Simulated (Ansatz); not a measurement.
# RbAgBr2: the cost of one run

Computed with Ansatz 0.2.0 (plane waves, PAW, unless a step's input says otherwise).

### 1 The system as given

The structure is trigonal, space group R-3m (No. 166). The conventional cell has a = 4.441 Å, b = 4.441 Å, c = 21.960 Å, α = 90.00°, β = 90.00°, γ = 120.00°. Rb (site symmetry -3m) has 6 Br at 3.37 Å in its first shell of neighbours. Around Ag (site symmetry -3m) lie 6 Br at 2.95 Å. Br (site symmetry 3m) is surrounded by 3 Ag at 2.95 Å and 3 Rb at 3.37 Å.

As a file:

```cif
data_structure
_symmetry_space_group_name_H-M 'R-3m:H'
_symmetry_Int_Tables_number 166
_cell_length_a 4.4414
_cell_length_b 4.4414
_cell_length_c 21.9599
_cell_angle_alpha 90.000
_cell_angle_beta 90.000
_cell_angle_gamma 120.000
_cell_volume 375.14
loop_
_atom_site_label
_atom_site_type_symbol
_atom_site_symmetry_multiplicity
_atom_site_Wyckoff_symbol
_atom_site_fract_x
_atom_site_fract_y
_atom_site_fract_z
_atom_site_occupancy
Rb1 Rb 3 a 0.00000 0.00000 0.00000 1
Ag1 Ag 3 b 0.66667 0.33333 0.83333 1
Br1 Br 6 c 0.33333 0.66667 0.90018 1
```

The cell was relaxed beforehand with r2SCAN; those runs aren't shown.

### 2 PBE, anion s p, 4×4×4

Input file input.yaml:

```yaml
crystal:
  lattice:
    - [2.2206807698, 1.2821106402, 7.3199795562]
    - [-2.2206807698, 1.2821106402, 7.3199795562]
    - [0.0, -2.5642212804, 7.3199795562]
  atoms:
    - { symbol: Rb, position: [1.0, 0.0, 0.0] }
    - { symbol: Ag, position: [0.5, 0.5, 0.5] }
    - { symbol: Br, position: [0.233509743, 0.233509743, 0.233509743] }
    - { symbol: Br, position: [0.766490257, 0.766490257, 0.766490257] }
kpoints:
  mp_grid: { grid: [6, 6, 6] }
  band_path:
    path:
      - [[0.0, 0.0, 0.0], [0.5, 0.5, 0.5], [0.8128811341572, 0.1871188658428, 0.5]]
      - [[0.5, -0.1871188658428, 0.1871188658428], [0.5, -3.50955594383e-17, -5.7174895147e-17], [0.0, 0.0, 0.0], [0.3435594329214, -0.3435594329214, -1.503900037658e-17]]
      - [[0.6564405670786, 7.451892714455e-17, 0.3435594329214], [0.5, 1.123408016233e-16, 0.5], [0.0, 0.0, 0.0]]
    npoints: 10
hamiltonian:
  xc: pbe
scf:
  occupations: { method: fixed }
  n_extra_bands: 6
output:
  forces: false
  stress: false
  eigenvalues: true
  wannier:
    kmesh: [4, 4, 4]
    projections: [{ species: Br, l: s, shell: 4 }, { species: Br, l: p, shell: 4 }]
    minimise: true
    write_hr: true
    conv_tol: 1.0e-08
    max_iter: 3000
```

Started as:

```bash
$ ansatz run input.yaml --threads 4 --pin off --max-ram 3686MiB --backend cpu --events-out ev --progress --plain --runs-dir out
```

Q: Estimate wall time and peak memory on 4 threads of Arm Neoverse V2, shared host.

About 4.1 s, with a peak of 0.43 GiB.
